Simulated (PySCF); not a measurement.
# C₇H₉FOSi: NMR shifts in solvents

Aim: compute the NMR shifts of C₇H₉FOSi (`Cc1cccc(O[SiH3])c1F`), and see what a dielectric continuum does where one was used.

Programs: PySCF 2.14.0, with density-fitted response routines of our own. Each step states its level of theory. These are calculated values for one molecule, in the gas phase or a continuum, unless marked as measured. Atoms count from 0, in the outputs and in this text.

## Step 1: The starting structure

19 atoms, charge 0, multiplicity 1; geometry from: GFN2-xTB. The atoms were then displaced at random by about 0.01 Å, so the start is not that level's minimum.

Bonds of the start (Å): C0–C1 1.53, C1–C2 1.39, C2–C3 1.34, C3–C4 1.42, C4–C5 1.39, C5–O6 1.33, O6–Si7 1.63, C5–C8 1.40, C8–F9 1.36, C8–C1 1.38, C0–H10 1.07, C0–H11 1.07, C0–H12 1.07, C2–H13 1.08, C3–H14 1.06, C4–H15 1.09, Si7–H16 1.45, Si7–H17 1.46, Si7–H18 1.47.

## Step 2: Optimising the geometry at PBE0-D3(BJ)/def2-SVP

The job: settings as JSON, then the geometry in Å.

```
{"job": {"xc": "PBE0", "basis": "def2-SVP", "d3": "d3bj", "grid": 1, "shake": 0.01, "kind": "geom"}, "charge": 0, "multiplicity": 1}
C      2.581340    -0.925900     0.187670
C      1.413380     0.026490    -0.084940
C      1.590720     1.331050    -0.532950
C      0.563740     2.170990    -0.751140
C     -0.762440     1.715620    -0.548230
C     -0.995950     0.426540    -0.097530
O     -2.242620     0.013630     0.099400
Si    -2.916380    -1.381750     0.589880
C      0.112520    -0.388630     0.142730
F     -0.103960    -1.667820     0.563070
H      3.466970    -0.531060    -0.260370
H      2.349510    -1.890890    -0.202140
H      2.690690    -0.988210     1.248000
H      2.598870     1.692350    -0.687110
H      0.690290     3.168090    -1.090510
H     -1.610780     2.376430    -0.702530
H     -2.616140    -2.462240    -0.331940
H     -2.517710    -1.714550     1.958310
H     -4.322780    -0.963100     0.521100
```

On the command line:

```sh
$ OMP_NUM_THREADS=1 python probes_run.py task.json out
```

The driver reads the jobs from task.json and runs them one after another.

Standard output:

```text
step   0  E = -735.71281142  max force = 0.060421
step   1  E = -735.72432555  max force = 0.007372
step   2  E = -735.72473410  max force = 0.003581
step   3  E = -735.72462503  max force = 0.005194
step   4  E = -735.72481589  max force = 0.000366
step   5  E = -735.72482054  max force = 0.000259
optimisation converged
```

Run time: 73 s. Hardware: 1 thread of Intel Xeon 6975P-C, shared host; peak memory 0.91 GiB.

Relaxation path: (the energy doesn't fall at every step)

```
step  energy from step 0 (eV)  largest force component (eV/Å)
   0                   0.0000                          3.1070
   1                  -0.3133                          0.3791
   2                  -0.3244                          0.1841
   3                  -0.3215                          0.2671
   4                  -0.3267                          0.0188
   5                  -0.3268                          0.0133
```

Close pairs (by a distance rule), those that changed most:

```
   bond  before (Å)  after (Å)  change (Å)
 O6–Si7       1.625      1.684      +0.059
  C2–C3       1.345      1.394      +0.049
Si7–H16       1.452      1.490      +0.038
 C0–H12       1.068      1.102      +0.034
 C0–H11       1.066      1.100      +0.034
  C0–C1       1.532      1.498      -0.033
 C3–H14       1.061      1.092      +0.031
 C0–H10       1.068      1.098      +0.030
```

The end geometry stands in the next job.

```
                         at the end point                value
  point group (found at 0.08 Å tolerance)                   C1
rotational constants (GHz, main isotopes)  2.019, 0.865, 0.613
                        dipole moment (D)                 0.95
```

## Step 3: NMR shieldings: PBE0/pcSseg-1 in chloroform

The job: settings as JSON, then the geometry in Å.

```
{"job": {"kind": "nmr", "xc": "PBE0", "basis": "pcSseg-1", "solvent": "chloroform", "pop": true}, "charge": 0, "multiplicity": 1}
C      2.809552    -0.679373     0.342694
C      1.687238     0.265788     0.039388
C      1.893813     1.547916    -0.480421
C      0.818424     2.398200    -0.732373
C     -0.485035     1.988625    -0.471057
C     -0.725969     0.713890     0.047761
O     -1.990285     0.333859     0.296837
Si    -2.687396    -1.109408     0.814226
C      0.372201    -0.116544     0.290091
F      0.130401    -1.343480     0.790274
H      3.755460    -0.308242    -0.073757
H      2.614475    -1.680008    -0.070633
H      2.941276    -0.802688     1.429886
H      2.914751     1.875480    -0.689848
H      0.997589     3.395385    -1.140260
H     -1.343074     2.635742    -0.660709
H     -2.383157    -2.227548    -0.122621
H     -2.276215    -1.451416     2.204429
H     -4.145567    -0.815095     0.784276
```

With the program's defaults for keys left out, this is: GIAO PBE0/pcSseg-1 NMR shielding, non-relativistic, IEF-PCM chloroform.

Standard output:

```text
coarse grid: 16984 points
cycle   1  E = -735.8904335192  dE =  1.554e+00  |g| = 7.359e-01  |ddm| = 4.280e+00
cycle   2  E = -735.7771539261  dE =  1.133e-01  |g| = 1.079e+00  |ddm| = 1.472e+00
cycle   3  E = -735.9887553178  dE = -2.116e-01  |g| = 1.140e-01  |ddm| = 9.668e-01
cycle   4  E = -735.9913156930  dE = -2.560e-03  |g| = 3.966e-02  |ddm| = 1.361e-01
cycle   5  E = -735.9916320663  dE = -3.164e-04  |g| = 1.425e-02  |ddm| = 4.515e-02
cycle   6  E = -735.9916775634  dE = -4.550e-05  |g| = 3.763e-03  |ddm| = 1.577e-02
cycle   7  E = -735.9916808173  dE = -3.254e-06  |g| = 9.419e-04  |ddm| = 3.973e-03
final grid: 161544 points
cycle   8  E = -736.0664137475  dE = -3.491e-05  |g| = 1.026e-02  |ddm| = 4.493e-02
cycle   9  E = -736.0663918660  dE =  2.188e-05  |g| = 1.517e-02  |ddm| = 2.076e-02
cycle  10  E = -736.0664349362  dE = -4.307e-05  |g| = 1.553e-03  |ddm| = 1.286e-02
cycle  11  E = -736.0664354433  dE = -5.072e-07  |g| = 2.406e-04  |ddm| = 1.454e-03
cycle  12  E = -736.0664354519  dE = -8.609e-09  |g| = 1.343e-04  |ddm| = 3.290e-04
cycle  13  E = -736.0664354557  dE = -3.748e-09  |g| = 2.591e-05  |ddm| = 1.407e-04
cycle  14  E = -736.0664354558  dE = -1.480e-10  |g| = 8.716e-06  |ddm| = 3.269e-05
converged SCF energy = -736.0664354558

GIAO shielding tensors (ppm)
atom      isotropic    diamagn.    paramagn.     s11        s22        s33       span
  0 C      167.936     242.832     -74.896    157.447    160.591    185.770     28.323
  1 C       52.291     264.928    -212.638    -26.557     18.497    164.932    191.490
  2 C       56.497     251.154    -194.657    -39.473     52.260    156.703    196.177
  3 C       54.554     255.250    -200.696    -52.758     41.606    174.815    227.573
  4 C       60.324     255.099    -194.775    -25.481     47.899    158.556    184.037
  5 C       36.012     255.061    -219.049    -33.148     25.347    115.836    148.984
  6 O      255.356     397.219    -141.864    173.480    254.100    338.486    165.006
  7 Si     379.441     878.299    -498.857    332.809    350.581    454.935    122.126
  8 C       26.404     252.050    -225.646    -34.781     31.315     82.678    117.459
  9 F      331.411     477.791    -146.380    275.364    295.560    423.311    147.947
 10 H       29.133      27.890       1.243     23.842     28.107     35.450     11.609
 11 H       28.669      28.392       0.277     23.408     28.344     34.256     10.849
 12 H       28.753      27.119       1.634     24.251     26.875     35.133     10.882
 13 H       24.238      31.345      -7.107     20.379     24.789     27.546      7.167
 14 H       24.025      29.176      -5.151     20.496     25.363     26.215      5.719
 15 H       24.126      30.827      -6.701     20.268     24.393     27.716      7.448
 16 H       26.023      29.322      -3.299     22.591     24.988     30.490      7.900
 17 H       25.991      28.859      -2.868     22.470     25.007     30.495      8.025
 18 H       26.253      27.790      -1.537     22.397     24.972     31.389      8.992
```

Wall time 32 s (1 thread of Intel Xeon 6975P-C, shared host); peak memory 1.2 GiB.

Shifts follow as δ = σ(reference) − σ, with reference shieldings (ppm) from runs at the same level and on the same kind of geometry: ¹H TMS 31.25, ¹³C TMS 185.2, ²⁹Si TMS 351.9, ¹⁹F CFCl3 179.6, ¹⁷O H2O 341.0. The references are single molecules in the same continuum, so shifts against H2O, NH3, PH3, H3PO4 or CFCl3 are not on the usual liquid scales and can be off by tens of ppm. Atoms listed in one row are averaged.

```
        atoms                                      environment  σ (ppm)  δ (ppm)
           C8                 aromatic carbon bearing fluorine     26.4    158.8
           C5                   aromatic carbon bearing oxygen     36.0    149.2
           C1                      substituted aromatic carbon     52.3    132.9
           C3                                      aromatic CH     54.6    130.6
           C2                                      aromatic CH     56.5    128.7
           C4                                      aromatic CH     60.3    124.8
           C0                methyl carbon on an aromatic ring    167.9     17.2
          H14                       hydrogen on an aromatic CH    24.02     7.22
          H15                       hydrogen on an aromatic CH    24.13     7.12
          H13                       hydrogen on an aromatic CH    24.24     7.01
H16, H17, H18                hydrogen on a silicon bonded to O    26.09     5.16
H10, H11, H12  hydrogen on a methyl carbon on an aromatic ring    28.85     2.40
           O6                           oxygen bonded to C, Si    255.4     85.6
          Si7                         silicon bonded to O, 3 H    379.4    -27.6
           F9                                    aryl fluorine    331.4   -151.8
```

The run also stored atomic charges by several schemes (e):

```
atoms  Mulliken    IAO  Hirshfeld  ESP fit
   C0     -0.15  -0.42      -0.12    -0.54
   C1     -0.41  -0.01      -0.01     0.25
   C2     -0.04  -0.18      -0.07    -0.41
   C3     -0.06  -0.16      -0.06    -0.12
   C4     -0.13  -0.19      -0.07    -0.37
   C5      0.27   0.18       0.06     0.32
   O6     -0.66  -0.58      -0.20    -0.41
  Si7      0.70   0.84       0.37     0.57
   C8      0.33   0.21       0.06     0.07
   F9     -0.30  -0.27      -0.05    -0.16
```

Mayer bond orders: C0–C1 1.07, C1–C2 1.42, C2–C3 1.43, C3–C4 1.44, C4–C5 1.40, C5–O6 0.88, O6–Si7 0.85, C5–C8 1.37, C8–F9 0.87, C8–C1 1.34.

Ring of atoms C1, C2, C3, C4, C5, C8: NICS(0) -10.9, NICS(1) -11.1, NICS(1)zz -25.5 ppm (means of both faces).

## Step 4: Nuclear shieldings: PBE0/pcSseg-1 in methanol

Same as in step 3 but for these lines:

```diff
@@ -1,2 +1,2 @@
-{"job": {"kind": "nmr", "xc": "PBE0", "basis": "pcSseg-1", "solvent": "chloroform", "pop": true}, "charge": 0, "multiplicity": 1}
+{"job": {"kind": "nmr", "xc": "PBE0", "basis": "pcSseg-1", "solvent": "methanol", "pop": false}, "charge": 0, "multiplicity": 1}
 C      2.809552    -0.679373     0.342694
```

Method: GIAO PBE0/pcSseg-1 NMR shielding, non-relativistic, IEF-PCM methanol.

Standard output:

```text
coarse grid: 16984 points
cycle   1  E = -735.8925125811  dE =  1.552e+00  |g| = 7.340e-01  |ddm| = 4.280e+00
cycle   2  E = -735.7828604197  dE =  1.097e-01  |g| = 1.070e+00  |ddm| = 1.454e+00
cycle   3  E = -735.9903240853  dE = -2.075e-01  |g| = 1.106e-01  |ddm| = 9.476e-01
cycle   4  E = -735.9927055789  dE = -2.381e-03  |g| = 3.842e-02  |ddm| = 1.279e-01
cycle   5  E = -735.9930036198  dE = -2.980e-04  |g| = 1.366e-02  |ddm| = 4.240e-02
cycle   6  E = -735.9930451748  dE = -4.156e-05  |g| = 3.476e-03  |ddm| = 1.465e-02
cycle   7  E = -735.9930478866  dE = -2.712e-06  |g| = 8.355e-04  |ddm| = 3.583e-03
final grid: 161544 points
cycle   8  E = -736.0677720487  dE = -3.502e-05  |g| = 1.027e-02  |ddm| = 4.518e-02
cycle   9  E = -736.0677508234  dE =  2.123e-05  |g| = 1.509e-02  |ddm| = 2.058e-02
cycle  10  E = -736.0677933331  dE = -4.251e-05  |g| = 1.536e-03  |ddm| = 1.266e-02
cycle  11  E = -736.0677938264  dE = -4.934e-07  |g| = 2.258e-04  |ddm| = 1.397e-03
cycle  12  E = -736.0677938339  dE = -7.514e-09  |g| = 1.250e-04  |ddm| = 3.094e-04
cycle  13  E = -736.0677938369  dE = -2.999e-09  |g| = 2.447e-05  |ddm| = 1.300e-04
cycle  14  E = -736.0677938371  dE = -1.251e-10  |g| = 7.374e-06  |ddm| = 2.925e-05
converged SCF energy = -736.0677938371

GIAO shielding tensors (ppm)
atom      isotropic    diamagn.    paramagn.     s11        s22        s33       span
  0 C      168.175     242.903     -74.728    157.756    160.758    186.010     28.253
  1 C       51.778     264.948    -213.170    -26.787     17.205    164.917    191.704
  2 C       56.198     251.005    -194.807    -39.739     51.021    157.312    197.051
  3 C       54.334     255.216    -200.882    -52.909     40.634    175.277    228.186
  4 C       60.560     255.086    -194.526    -25.073     47.997    158.756    183.829
  5 C       36.160     255.143    -218.983    -33.042     25.681    115.839    148.881
  6 O      255.603     397.424    -141.821    174.385    254.278    338.146    163.761
  7 Si     379.052     878.286    -499.234    332.532    350.089    454.536    122.004
  8 C       26.459     252.055    -225.596    -34.689     31.542     82.525    117.214
  9 F      331.730     477.843    -146.113    275.807    295.970    423.413    147.607
 10 H       29.052      27.807       1.245     23.734     28.000     35.423     11.689
 11 H       28.664      28.359       0.304     23.393     28.331     34.267     10.874
 12 H       28.736      27.074       1.662     24.224     26.847     35.137     10.912
 13 H       24.138      31.301      -7.163     20.252     24.724     27.439      7.188
 14 H       23.943      29.143      -5.199     20.394     25.319     26.117      5.723
 15 H       24.083      30.788      -6.705     20.209     24.375     27.666      7.456
 16 H       26.021      29.303      -3.282     22.590     24.981     30.491      7.900
 17 H       25.990      28.845      -2.854     22.472     25.002     30.497      8.025
 18 H       26.248      27.778      -1.530     22.385     24.967     31.390      9.005
```

It took 30 s on 1 thread of Intel Xeon 6975P-C, shared host; peak memory 1.2 GiB.

Key values: δ C8 159.0, C5 149.3, C1 133.7, C3 131.1, H14 7.30, H15 7.16 ppm.

## Step 5: Side by side: NMR shifts

Shifts (ppm) of some atoms, chosen among heavy atoms and hydrogens apart, with basis size and wall time:

```
                        run     C1     C3     C2   H14   H13    O6      F9  functions  time
PBE0/pcSseg-1 in chloroform  132.9  130.6  128.7  7.22  7.01  85.6  -151.8        222  32 s
  PBE0/pcSseg-1 in methanol  133.7  131.1  129.3  7.30  7.10  87.4  -151.2        222  30 s
```

The continuum's effect on the ground state:

```
   solvent      ε  polarisation energy (Eh)  μ (D)
chloroform   4.71                   -0.0037   1.20
  methanol  32.61                   -0.0053   1.31
```

## Step 6: Results

| quantity | value |
| --- | --- |
| point group | C1 |
| rotational constants (main isotopes) | 2.02, 0.87, 0.61 GHz |
| ¹³C shifts against TMS (PBE0/pcSseg-1, chloroform) | 158.8, 149.2, 132.9, 130.6, 128.7, 124.8, 17.2 ppm |
| ¹H shifts against TMS (PBE0/pcSseg-1, chloroform, means over atoms taken as alike) | 7.22, 7.12, 7.01, 5.16, 2.40 ppm |
| ¹⁷O shifts against H2O (PBE0/pcSseg-1, chloroform) | 85.6 ppm |
| ²⁹Si shifts against TMS (PBE0/pcSseg-1, chloroform) | -27.6 ppm |
| ¹⁹F shifts against CFCl3 (PBE0/pcSseg-1, chloroform) | -151.8 ppm |
| range of the shift of O6 | 85.6 to 87.4 ppm |

In words: Relaxing lowered the energy by 0.327 eV in 5 steps; the close pair that moved most is O6–Si7, from 1.625 to 1.684 Å. At PBE0/pcSseg-1: The largest span, 228 ppm, is at C3, where the paramagnetic term is -201 ppm. NICS(1)zz of -25 ppm above the planar ring from C1 marks a diatropic (aromatic) ring current. Across the 2 runs the shift of O6 moves most, between 85.6 (PBE0/pcSseg-1 in chloroform) and 87.4 ppm (PBE0/pcSseg-1 in methanol). Most of that comes from the computed reference, not from the atom's own shielding. The continuum holds electrostatics alone: no hydrogen bonds to the solvent, and the gas-phase geometry is kept.
